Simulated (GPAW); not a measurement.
A run of GPAW 26.7.0 is set up as follows.

Contents of run.py:

```python
from ase.filters import FrechetCellFilter
from ase.io import read, write
from ase.optimize import BFGS
from ase.units import GPa
from gpaw import GPAW, PW

atoms = read('WAu.xyz')

calc = GPAW(mode=PW(600),
            xc='PBE',
            kpts={'size': (8, 8, 8), 'gamma': True},
            occupations={'name': 'fermi-dirac', 'width': 0.05},
            nbands=25,
            convergence={'density': 1e-05, 'forces': 0.0001},
            maxiter=150,
            txt='gpaw.txt')
atoms.calc = calc
opt = BFGS(FrechetCellFilter(atoms, scalar_pressure=30 * GPa), trajectory='relax.traj', logfile='-')
done = opt.run(fmax=0.02, steps=60)
calc.write('gs.gpw')
write('result.traj', atoms)
print('Converged:', done)
print('Cell:', atoms.cell.cellpar().round(4))
print('Volume:', round(atoms.get_volume(), 4))
print(atoms.get_scaled_positions().round(5))
```

The input WAu.xyz:

```xyz
2
Lattice="0.0000000000 2.7479792600 2.7479792600 2.7479792600 0.0000000000 2.7479792600 2.7479792600 2.7479792600 0.0000000000" Properties=species:S:1:pos:R:3 pbc="T T T"
W      0.0000000000      0.0000000000      0.0000000000
Au     4.1219688900      4.1219688900      4.1219688900
```

Potentials or basis: GPAW PAW data sets (gpaw-data 1.2.1), pw.

Command:

```console
$ OMP_NUM_THREADS=1 python run.py
```

Q: Estimate the relaxed cell.

A: a = 3.907 Å, b = 3.907 Å, c = 3.907 Å, α = 60.00°, β = 60.00°, γ = 60.00°.

Q: Estimate the band gap on the k mesh.

A: None (metal or under the smearing width).

Q: Estimate the space group after relaxing (to 0.05 Å).

A: F-43m (No. 216).

Q: What does it give for the relaxed volume?

A: 21.09 Å³/atom.

Final structure:
```xyz
2
Lattice="0.0000 2.7629 2.7629 2.7629 0.0000 2.7629 2.7629 2.7629 0.0000" Properties=species:S:1:pos:R:3 pbc="T T T"
W     0.0000    0.0000    0.0000
Au    4.1444    4.1444    4.1444
```

Caveat: with this Au data set, volumes or pressures lay over 1.5 % or 2 GPa off other programs in two to four cells of ten; later steps reuse the first step's grids. Spin-orbit coupling is left out, which matters for the levels of Au, W.
